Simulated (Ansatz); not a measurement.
# C4H7Br, SMILES C=C(Br)CC: a ladder of methods at one geometry

Program: the Ansatz DFT code, driven from Python.

Notebook, run cell by cell (the value of a cell's last expression is shown):

```python
from pathlib import Path
import warnings

import ansatz
import numpy as np
```

```python
GEOMETRY = '''
C     0.30140    1.70810    0.81580
C     0.55780    0.45440    0.65620
Br    2.26300   -0.16370    0.97480
C    -0.37100   -0.58330    0.26870
C    -0.31490   -1.03270   -1.20040
H    -0.75430    2.13260    0.62790
H     1.02510    2.48700    1.10400
H    -0.31090   -1.45090    0.92140
H    -1.45790   -0.19540    0.47320
H     0.65480   -1.49230   -1.35770
H    -1.10570   -1.75480   -1.40660
H    -0.41030   -0.16420   -1.84310
'''
```

```python
warnings.simplefilter('ignore', ansatz.DeckWarning)
```

```python
geometry = ansatz.Crystal.molecule()
for line in GEOMETRY.strip().splitlines():
    symbol, *xyz = line.split()
    geometry = geometry.atom(symbol, [float(v) for v in xyz])

setup = geometry.calculation().basis(gaussian='def2-SVP')
```

```python
print('functional    E (Ha)        dipole (D)   HOMO (eV)  LUMO (eV)')
for name in ['r2scan', 'hse06', 'lc_wpbe', 'hf']:
    rep = setup.functional(name).forces().orbitals().run(threads=1, pin='off', runs_dir='runs').report
    lines = Path(rep['orbitals_path']).read_text().splitlines()
    field_of = lambda key: [line.split('=')[1].strip() for line in lines if line.startswith(key)]
    orbitals = [(27.211386 * float(e), s, float(n)) for e, s, n in zip(field_of('Ene='), field_of('Spin='), field_of('Occup='))]
    homo = max(e for e, _, n in orbitals if n > 0.5)
    lumo = min(e for e, _, n in orbitals if n < 0.5)
    dipole = 4.803205 * np.linalg.norm(rep['charge_distribution']['dipole_moment_e_ang'])
    print(f'{name:10s} {rep["free_energy_ev"] / 27.211386246:14.6f} {dipole:9.3f} {homo:11.3f} {lumo:10.3f}')
```

    functional    E (Ha)        dipole (D)   HOMO (eV)  LUMO (eV)
    r2scan       -2730.225614     1.459      -6.197     -0.638
    hse06        -2729.840962     1.433      -6.706     -0.200
    lc_wpbe      -2729.880953     1.500      -9.779      2.521
    hf           -2727.498582     1.603      -9.667      4.040

Total energies depend on the basis set; only differences at equal settings carry meaning. The geometry is a force-field or estimated start, not a minimum of this method, and the basis set is short of its limit. A lower total doesn't mark the better method: functionals have no common bound, and MP2 and coupled cluster aren't variational. Levels such as HOMO and LUMO are orbital energies: with these approximate functionals they aren't the ionisation energy and electron affinity, and their gap isn't the fundamental gap. hse06 follows the composition of plane-wave codes, whose totals differ by tens of mHa, up to about 0.1 Ha, from the form usual in Gaussian-basis programs (wpbeh). It ran for 33 s on 1 thread of Arm Neoverse V1, on a shared host, peak memory 0.39 GiB.
